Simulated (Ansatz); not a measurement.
# C2H9GaSi2: the cost of one run

Program: Ansatz 0.2.0. Level of theory: RKS revPBE-D4/def2-SVP. These are calculated values, not measurements.

**1. Starting point**

Bond lengths: C1–C2 1.472 Å, C2–Si3 1.874 Å, Si3–Si4 2.216 Å, Si3–Ga5 2.103 Å, C1–H6 1.161 Å, C1–H7 1.077 Å, C1–H8 1.139 Å, C2–H9 1.149 Å, C2–H10 1.104 Å, Si3–H11 1.482 Å, Si4–H12 1.528 Å, Si4–H13 1.406 Å, Ga5–H14 1.443 Å. Angles (14 of 22 angles, heavy atoms first): C1–C2–Si3 109.6°, C2–Si3–Si4 110.0°, C2–Si3–Ga5 149.9°, Si4–Si3–Ga5 91.4°, C1–C2–H9 107.8°, C1–C2–H10 111.3°, Si3–C2–H9 111.3°, Si3–C2–H10 109.7°, C2–C1–H6 110.4°, C2–C1–H7 114.2°, C2–C1–H8 109.4°, C2–Si3–H11 107.6°, Si4–Si3–H11 105.7°, Ga5–Si3–H11 85.5°.

As a file:

```xyz
14

C    -0.9852    1.2558    0.6098
C     0.4402    1.1554    0.2555
Si    0.7153   -0.3519   -0.8233
Si    0.4286   -2.1988    0.3676
Ga    0.3688   -1.3945   -2.6168
H    -1.1849    2.2287    1.2114
H    -1.3576    0.4239    1.1832
H    -1.5993    1.4117   -0.3363
H     1.0411    1.0840    1.2327
H     0.7861    2.0598   -0.2739
H     2.1393   -0.3568   -1.2330
H    -1.0711   -2.3234    0.6322
H     1.0095   -2.0932    1.6431
H    -0.7437   -0.9300   -1.8232
```

**2. Relaxing end A**

File input.yaml:

```yaml
crystal:
  periodic: [false, false, false]
  atoms:
    - { symbol: C, position_ang: [-0.9852, 1.2558, 0.6098] }
    - { symbol: C, position_ang: [0.4402, 1.1554, 0.2555] }
    - { symbol: Si, position_ang: [0.7153, -0.3519, -0.8233] }
    - { symbol: Si, position_ang: [0.4286, -2.1988, 0.3676] }
    - { symbol: Ga, position_ang: [0.3688, -1.3945, -2.6168] }
    - { symbol: H, position_ang: [-1.1849, 2.2287, 1.2114] }
    - { symbol: H, position_ang: [-1.3576, 0.4239, 1.1832] }
    - { symbol: H, position_ang: [-1.5993, 1.4117, -0.3363] }
    - { symbol: H, position_ang: [1.0411, 1.084, 1.2327] }
    - { symbol: H, position_ang: [0.7861, 2.0598, -0.2739] }
    - { symbol: H, position_ang: [2.1393, -0.3568, -1.233] }
    - { symbol: H, position_ang: [-1.0711, -2.3234, 0.6322] }
    - { symbol: H, position_ang: [1.0095, -2.0932, 1.6431] }
    - { symbol: H, position_ang: [-0.7437, -0.93, -1.8232] }
basis:
  gaussian: { orbitals: def2-SVP }
hamiltonian:
  xc: revpbe
  dispersion: d4
relax:
  f_tol: 0.015
  max_steps: 40
```

On the command line:

```console
> ansatz run input.yaml --threads 2 --pin off --max-ram 3072MiB --backend cpu --events-out ev --progress --plain --runs-dir out
```

What time and memory should one allow on 2 threads of Intel Xeon Platinum 8488C (Sapphire Rapids), shared host?

About 64 s, with a peak of 0.24 GiB.
